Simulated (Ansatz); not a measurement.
# C₃H₁₂AlNO₂Si: how energies converge with the basis set

How large a basis does C₃H₁₂AlNO₂Si need? Two functionals are run in growing sets.

Computed with Ansatz 0.2.0, Gaussian basis. Level: one geometry, several basis sets.

Levels to be run: PBE0-D4/def2-SVP; ωB97M-V/def2-SVP; PBE0-D4/def2-QZVPP; ωB97M-V/def2-QZVPP; the functionals' def2-TZVPP values are taken from earlier runs.

1 further run of the same task is left out (it didn't finish).

## (1) The relaxed structure

All runs share one geometry, relaxed beforehand with PBE0-D4 in a triple-zeta def2 set.

SMILES `C[O][Al]([O][SiH3])[N](C)C`, 20 atoms, charge 0, spin multiplicity 1.

Atoms are counted from 1 here; the program's logs count them from 0.

Bond lengths: C1–O2 1.396 Å, C1–H9 1.095 Å, C1–H10 1.095 Å, C1–H11 1.097 Å, O2–Al3 1.682 Å, Al3–O4 1.683 Å, Al3–N6 1.759 Å, O4–Si5 1.619 Å, Si5–H12 1.488 Å, Si5–H13 1.490 Å, Si5–H14 1.488 Å, N6–C7 1.443 Å, N6–C8 1.442 Å, C7–H15 1.092 Å, C7–H16 1.100 Å, C7–H17 1.100 Å, C8–H18 1.100 Å, C8–H19 1.092 Å and more. Angles: O2–C1–H9 110.2°, O2–C1–H10 110.2°, O2–C1–H11 112.7°, H9–C1–H10 107.8°, H9–C1–H11 107.9°, H10–C1–H11 107.9°, C1–O2–Al3 134.4°, O2–Al3–O4 121.4°, O2–Al3–N6 118.5°, O4–Al3–N6 120.1°, Al3–O4–Si5 168.6°, O4–Si5–H12 110.2°, O4–Si5–H13 110.7°, O4–Si5–H14 110.2°, H12–Si5–H13 108.5°, H12–Si5–H14 108.7°, H13–Si5–H14 108.4°, Al3–N6–C7 123.2° and more.

Geometry (Å):

```mol
C3H12AlNO2Si
  3D, bonds by distance, orders not assigned

 20 19  0  0  0  0  0  0  0  0999 V2000
    0.8126    2.5886    1.5040 C   0  0
   -0.0820    1.5942    1.1030 O   0  0
    0.0384    0.2219    0.1386 Al  0  0
    1.4898   -0.2097   -0.5960 O   0  0
    2.9997   -0.3592   -1.1600 Si  0  0
   -1.3959   -0.7689   -0.0934 N   0  0
   -2.6735   -0.4618    0.5032 C   0  0
   -1.4250   -1.9671   -0.8949 C   0  0
    0.8912    2.6081    2.5963 H   0  0
    0.4571    3.5713    1.1759 H   0  0
    1.8203    2.4408    1.0957 H   0  0
    2.9951   -0.3645   -2.6478 H   0  0
    3.8510    0.7714   -0.6950 H   0  0
    3.6043   -1.6313   -0.6804 H   0  0
   -2.6114    0.4497    1.1011 H   0  0
   -3.4500   -0.3120   -0.2610 H   0  0
   -3.0174   -1.2738    1.1602 H   0  0
   -2.1463   -1.8840   -1.7209 H   0  0
   -0.4434   -2.1686   -1.3293 H   0  0
   -1.7144   -2.8451   -0.2993 H   0  0
  1  2  8  0
  2  3  8  0
  3  4  8  0
  4  5  8  0
  3  6  8  0
  6  7  8  0
  6  8  8  0
  1  9  8  0
  1 10  8  0
  1 11  8  0
  5 12  8  0
  5 13  8  0
  5 14  8  0
  7 15  8  0
  7 16  8  0
  7 17  8  0
  8 18  8  0
  8 19  8  0
  8 20  8  0
M  END
```

## (2) PBE0-D4 in def2-SVP

in.yaml

```yaml
crystal:
  periodic: [false, false, false]
  atoms:
    - {symbol: C, position_ang: [0.812568, 2.588603, 1.503972]}
    - {symbol: O, position_ang: [-0.082042, 1.594188, 1.103022]}
    - {symbol: Al, position_ang: [0.038357, 0.221886, 0.138646]}
    - {symbol: O, position_ang: [1.489837, -0.209681, -0.596026]}
    - {symbol: Si, position_ang: [2.999698, -0.359208, -1.159961]}
    - {symbol: N, position_ang: [-1.395909, -0.768915, -0.093420]}
    - {symbol: C, position_ang: [-2.673510, -0.461777, 0.503199]}
    - {symbol: C, position_ang: [-1.424989, -1.967063, -0.894866]}
    - {symbol: H, position_ang: [0.891241, 2.608061, 2.596338]}
    - {symbol: H, position_ang: [0.457052, 3.571348, 1.175874]}
    - {symbol: H, position_ang: [1.820257, 2.440802, 1.095660]}
    - {symbol: H, position_ang: [2.995064, -0.364476, -2.647846]}
    - {symbol: H, position_ang: [3.851045, 0.771424, -0.695012]}
    - {symbol: H, position_ang: [3.604334, -1.631263, -0.680407]}
    - {symbol: H, position_ang: [-2.611425, 0.449670, 1.101141]}
    - {symbol: H, position_ang: [-3.450022, -0.312021, -0.261000]}
    - {symbol: H, position_ang: [-3.017398, -1.273849, 1.160206]}
    - {symbol: H, position_ang: [-2.146299, -1.884006, -1.720909]}
    - {symbol: H, position_ang: [-0.443417, -2.168572, -1.329314]}
    - {symbol: H, position_ang: [-1.714423, -2.845150, -0.299299]}
basis:
  gaussian: {orbitals: def2-SVP}
hamiltonian: {xc: pbe0, dispersion: d4}
output: {orbitals: {seedname: orbitals}}
```

The runs that follow: ωB97M-V in def2-SVP; PBE0-D4 in def2-QZVPP; ωB97M-V in def2-QZVPP.

**Question.** What will the summary of the whole plan be? Wanted: PBE0-D4: double and triple zeta above quadruple; ωB97M-V: double and triple zeta above quadruple.

As calculated:

```
                                       quantity           value
PBE0-D4: double and triple zeta above quadruple  16.61, 1.02 eV
ωB97M-V: double and triple zeta above quadruple  16.94, 0.96 eV
```

What this shows: For PBE0-D4 the step from double to triple zeta gains 15.59 eV and the next only 1.02 eV. These are total energies; as a rule much of such shifts cancels in differences, which this series doesn't test. The LUMO of ωB97M-V is positive and keeps falling with the basis (1.63 to 0.82 eV): an unbound level that the basis holds in place.
